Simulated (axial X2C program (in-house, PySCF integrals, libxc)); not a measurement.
**A two-component session on SbBr⁻: properties at the nuclei**

Wanted for SbBr⁻: properties at the nuclei, at the two-component level.

Computed with an in-house X2C program for linear molecules on PySCF integrals. Level: two-component X2C with atomic mean-field terms, Sb dyall-acv3z, Br dyall-acv3z.

All values are calculated.

**1. Set-up**

Input file task.json:

```json
{"zs": [51, 35], "q": -1, "bas": ["dyall-acv3z", "dyall-acv3z"], "r0": 2.54, "levels": ["PBE0", "HF", "PBE50", "BP86", "LDA"], "nst": 3}
```

Keys: zs atomic numbers; q charge; bas basis sets; r0 starting distance in Å; levels methods (HF also brings MP2); nst determinants followed.

The run is started by

```bash
> python soeom.py task.json out
```

Further steps of the session: Expectation values, lowest determinant; Expectation values, a higher determinant; Expectation values, a higher determinant.

**Question.** What will these runs give? Wanted: lowest determinant; Eeff magnitude; Ws magnitude Sb; A∥/gI Sb; qzz Sb; higher determinant (for each run or level that gives them).

The runs gave:

| quantity | value |
| --- | --- |
| lowest determinant | Ω = 3/2 (excess of +ω over −ω: ω = 3/2) |
| Eeff magnitude (GV/cm), PBE0 | 2.03 |
| Ws magnitude Sb (kHz), PBE0 | 0.745 |
| A∥/gI Sb (MHz), PBE0 | 336 |
| qzz Sb (a.u.), PBE0 | 8.27 |
| higher determinant | Ω = 1/2 (excess of +ω over −ω: ω = 1/2) |
| Eeff magnitude (GV/cm), PBE0, higher determinant | 1.83 |
| Ws magnitude Sb (kHz), PBE0, higher determinant | 2 |
| A∥/gI Sb (MHz), PBE0, higher determinant | 3010 |
| qzz Sb (a.u.), PBE0, higher determinant | 7.89 |
| higher determinant | Ω = 1/2 (excess of +ω over −ω: 2 × ω = -1/2, ω = 3/2) |
| Eeff magnitude (GV/cm), PBE0, higher determinant | 7.49 |
| Ws magnitude Sb (kHz), PBE0, higher determinant | 11.7 |
| A∥/gI Sb (MHz), PBE0, higher determinant | -3420 |
| qzz Sb (a.u.), PBE0, higher determinant | -0.52 |

**Reading.** In the first state, the effective field runs from 1.18 to 12 GV/cm over the mean-field levels, so the levels don't agree on it. The expectation values come from single determinants, which for open shells can mix terms of unlike spin or miss the lowest Ω, so a determinant need not be a state. Eeff is the effective electric field on the electron dipole moment in this Ω state and Ws the scalar–pseudoscalar constant (defined with the proton number Z and per Ω); A∥ is the parallel hyperfine constant, which follows by multiplying with the nuclear g factor gI = μI/(I μN); qzz is the electric field gradient, eQq0 = 234.96 MHz × Q/barn × qzz. The operators were transformed with the bare-nucleus X2C matrices.
